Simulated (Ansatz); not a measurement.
# C₂H₃FOZn: basis-set convergence

The task here is to estimate one member of a computed series from the others.

Computed with Ansatz 0.2.0, Gaussian basis. Level: one geometry, several basis sets.

The runs, in order: PBE0-D4/def2-SVP; ωB97M-V/def2-SVP; PBE0-D4/def2-QZVPP; ωB97M-V/def2-QZVPP; the functionals' def2-TZVPP values are taken from earlier runs.

## The geometry

An earlier PBE0-D4 in a triple-zeta def2 set relaxation fixed the geometry.

SMILES `[F][Zn][CH]1CO1`, 8 atoms, charge 0, spin multiplicity 1.

Atoms are counted from 1 here; the program's logs count them from 0.

Bond lengths: F1–Zn2 1.750 Å, Zn2–C3 1.921 Å, C3–C4 1.470 Å, C3–O5 1.435 Å, C3–H6 1.090 Å, C4–O5 1.409 Å, C4–H7 1.088 Å, C4–H8 1.088 Å. Angles: F1–Zn2–C3 179.8°, Zn2–C3–C4 122.6°, Zn2–C3–O5 116.8°, Zn2–C3–H6 117.6°, C4–C3–O5 58.0°, C4–C3–H6 115.0°, O5–C3–H6 112.4°, C3–C4–O5 59.8°, C3–C4–H7 119.0°, C3–C4–H8 120.5°, O5–C4–H7 115.1°, O5–C4–H8 115.7°, H7–C4–H8 115.0°, C3–O5–C4 62.3°.

Coordinates:

```xyz
8
C2H3FOZn
F    -3.4471   -0.6292    0.1466
Zn   -1.7750   -0.1222    0.2490
C     0.0612    0.4313    0.3575
C     1.1455   -0.2769   -0.3383
O     0.6544    0.9419   -0.8455
H     0.3695    0.9897    1.2416
H     2.1516   -0.2338    0.0727
H     0.9321   -1.1579   -0.9395
```

The first run:

The input, in.yaml:

```yaml
crystal:
  periodic: [false, false, false]
  atoms:
    - {symbol: F, position_ang: [-3.447054, -0.629243, 0.146609]}
    - {symbol: Zn, position_ang: [-1.775029, -0.122164, 0.249050]}
    - {symbol: C, position_ang: [0.061240, 0.431268, 0.357539]}
    - {symbol: C, position_ang: [1.145489, -0.276912, -0.338263]}
    - {symbol: O, position_ang: [0.654362, 0.941891, -0.845472]}
    - {symbol: H, position_ang: [0.369526, 0.989679, 1.241594]}
    - {symbol: H, position_ang: [2.151632, -0.233807, 0.072680]}
    - {symbol: H, position_ang: [0.932133, -1.157912, -0.939537]}
basis:
  gaussian: {orbitals: def2-SVP}
hamiltonian: {xc: pbe0, dispersion: d4}
output: {orbitals: {seedname: orbitals}}
```

Steps of the session up to this table: PBE0-D4 in def2-SVP; ωB97M-V in def2-SVP; PBE0-D4 in def2-QZVPP; ωB97M-V in def2-QZVPP.

One of the session's tables, all rows but one given; the rest of the session is left out.

It belongs to the step «Density functionals: the series». 

| functional | basis | HOMO (eV) |
| --- | --- | --- |
| PBE0-D4 | def2-SVP | -7.45 |
| PBE0-D4 | def2-TZVPP | -7.72 |
| PBE0-D4 | def2-QZVPP | ? |
| ωB97M-V | def2-SVP | -9.76 |
| ωB97M-V | def2-TZVPP | -10.05 |
| ωB97M-V | def2-QZVPP | -10.06 |

**Question.** Estimate the row for PBE0-D4, def2-QZVPP.

As computed: HOMO (eV): -7.73. In the column «HOMO (eV)» it lies between ωB97M-V, def2-SVP (-9.76) and PBE0-D4, def2-TZVPP (-7.72).
